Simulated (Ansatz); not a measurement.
# C2H4FNOSi (SMILES C[SiH](F)N=C=O): B3LYP/6-31G(d) (Cartesian functions)

What is the energy change on altering one bond length of C2H4FNOSi at B3LYP/6-31G* (Cartesian functions)? 

The results are computed with Ansatz 0.2.0.

88 further runs of the same task are left out: 88 set aside as unsound or not needed. Runs told in other sessions of the task aren't counted.

### Step 1. The molecule

The species is C2H4FNOSi (10 atoms), meant as a singlet with charge 0. As SMILES, `C[SiH](F)N=C=O`. Geometry: relaxed at PBE0-D4/def2-TZVP. This is one conformer, not always the lowest.

Bond lengths: C1–Si2 1.842 Å, Si2–F3 1.595 Å, Si2–N4 1.704 Å, N4–C5 1.195 Å, C5–O6 1.163 Å, C1–H7 1.092 Å, C1–H8 1.092 Å, C1–H9 1.093 Å, Si2–H10 1.478 Å. Some angles: C1–Si2–F3 109.5°, C1–Si2–N4 109.7°, F3–Si2–N4 107.8°, Si2–N4–C5 160.7°, N4–C5–O6 177.8°, C1–Si2–H10 113.8°, F3–Si2–H10 107.2°, N4–Si2–H10 108.6°, Si2–C1–H7 110.7°, Si2–C1–H8 110.7°.

### Step 2. A single-point energy at B3LYP/6-31G(d) (Cartesian functions)

molecule.yaml reads:

```yaml
crystal:
  periodic: [false, false, false]
  atoms:
    - symbol: C
      position_ang: [-1.318900, -0.731800, 0.573000]
    - symbol: Si
      position_ang: [0.243800, -0.552500, -0.384700]
    - symbol: F
      position_ang: [1.343500, -1.551500, 0.196800]
    - symbol: N
      position_ang: [0.842100, 1.034600, -0.218600]
    - symbol: C
      position_ang: [1.568200, 1.980200, -0.298100]
    - symbol: O
      position_ang: [2.243900, 2.924800, -0.355000]
    - symbol: H
      position_ang: [-1.152000, -0.507500, 1.629000]
    - symbol: H
      position_ang: [-1.705900, -1.750300, 0.493100]
    - symbol: H
      position_ang: [-2.079000, -0.045100, 0.192700]
    - symbol: H
      position_ang: [0.097700, -0.852100, -1.825100]
basis:
  gaussian: {orbitals: "6-31G*"}
hamiltonian: {xc: {name: B3LYP}}
accuracy: high
output: {orbitals: {seedname: orbitals}}
```

Command:

```bash
ansatz run molecule.yaml --threads 1 --pin off --max-ram 2610MiB --events-out events.jsonl --progress --plain --runs-dir runs
```

Log:

```text
Warning: RAYON_NUM_THREADS=1 ignored (pool sized by the plan → 1); use --threads N
Functional definition: B3LYP
  name "B3LYP"
  parameter a0 = 0.2
  parameter ax = 0.72
  parameter ac = 0.81
  exchange = (1 - a0 - ax)*slater_x + ax*b88_x + a0*exact_x
  correlation = (1 - ac)*vwn_rpa_c + ac*lyp_c
2194 factors; integrals over basis functions are off by at most 5.5e-9 eV
mean field evaluation 1: about -16264.2202 eV, gradient 7.1e1 eV
mean field evaluation 2: about -16257.1108 eV, gradient 9.3e1 eV
mean field evaluation 4: about -16273.5625 eV, gradient 4.3e0 eV
mean field evaluation 8: about -16273.7364 eV, gradient 6.8e-1 eV
mean field evaluation 16: about -16273.7377 eV, gradient 1.2e-4 eV
mean field -16273.73767076 eV, -598.0488286647 hartree, gradient 9.1e-8 eV, S^2 0.000000; 0 other end points of the search recorded, 0 dependent functions left out
reference -16273.73770942 eV, -598.0488300857 hartree; 27, 27 occupied and 75, 75 virtual orbitals, 2194 factors
Total energy: -16273.73770942 eV, -598.0488300857 hartree
```

It took 10 s on 1 thread of Arm Neoverse V2, shared host; peak memory 0.37 GiB.

### Step 3. The distorted shape, same level

in.yaml reads:

```yaml
crystal:
  periodic: [false, false, false]
  atoms:
    - symbol: C
      position_ang: [-1.202805, -0.426263, 0.596969]
    - symbol: Si
      position_ang: [0.359895, -0.246963, -0.360731]
    - symbol: F
      position_ang: [1.459595, -1.245963, 0.220769]
    - symbol: "N"
      position_ang: [0.958195, 1.340137, -0.194631]
    - symbol: C
      position_ang: [1.684295, 2.285737, -0.274131]
    - symbol: O
      position_ang: [2.359995, 3.230337, -0.331031]
    - symbol: H
      position_ang: [-1.035905, -0.201963, 1.652969]
    - symbol: H
      position_ang: [-1.705900, -1.750300, 0.493100]
    - symbol: H
      position_ang: [-1.962905, 0.260437, 0.216669]
    - symbol: H
      position_ang: [0.213795, -0.546563, -1.801131]
basis:
  gaussian:
    orbitals: "6-31G*"
hamiltonian:
  xc: {name: B3LYP}
accuracy: high
output: {orbitals: {seedname: orbitals}}
```

Command:

```bash
ansatz run in.yaml --threads 1 --pin off --max-ram 2610MiB --events-out events.jsonl --progress --plain --runs-dir runs
```

Log (excerpt; [...] marks lines left out):

```text
Warning: RAYON_NUM_THREADS=1 ignored (pool sized by the plan → 1); use --threads N
[... 7 set-up lines as earlier in the session ...]
2195 factors; integrals over basis functions are off by at most 6.7e-9 eV
mean field evaluation 1: about -16263.3576 eV, gradient 7.0e1 eV
mean field evaluation 2: about -16254.8454 eV, gradient 9.5e1 eV
mean field evaluation 4: about -16272.5475 eV, gradient 5.7e0 eV
mean field evaluation 8: about -16272.7422 eV, gradient 7.0e-1 eV
mean field evaluation 16: about -16272.7435 eV, gradient 1.4e-4 eV
mean field -16272.74354802 eV, -598.0122953282 hartree, gradient 3.0e-8 eV, S^2 0.000000; 0 other end points of the search recorded, 0 dependent functions left out
reference -16272.74358753 eV, -598.0122967801 hartree; 27, 27 occupied and 75, 75 virtual orbitals, 2195 factors
Total energy: -16272.74358753 eV, -598.0122967801 hartree
```

Wall time 10 s (1 thread of Arm Neoverse V2, shared host); peak memory 0.37 GiB.

### Step 4. Outcome

At B3LYP/6-31G* (Cartesian functions):

| quantity | value |
| --- | --- |
| first shape: total energy | -598.04883 Eh |
| first shape: HOMO energy | -8.24 eV |
| first shape: LUMO energy | 0.35 eV |
| first shape: HOMO–LUMO gap | 8.59 eV |
| distorted shape: total energy | -598.01230 Eh |
| distorted shape: HOMO energy | -8.28 eV |
| distorted shape: LUMO energy | 0.16 eV |
| distorted shape: HOMO–LUMO gap | 8.44 eV |
| energy change with the C1–H8 bond stretched from 1.092 to 1.420 Å | 0.994 eV |

With the C1–H8 bond stretched from 1.092 to 1.420 Å the energy rises by 0.99 eV (22.9 kcal/mol). The first shape isn't relaxed at this level, so the change isn't measured from a minimum.
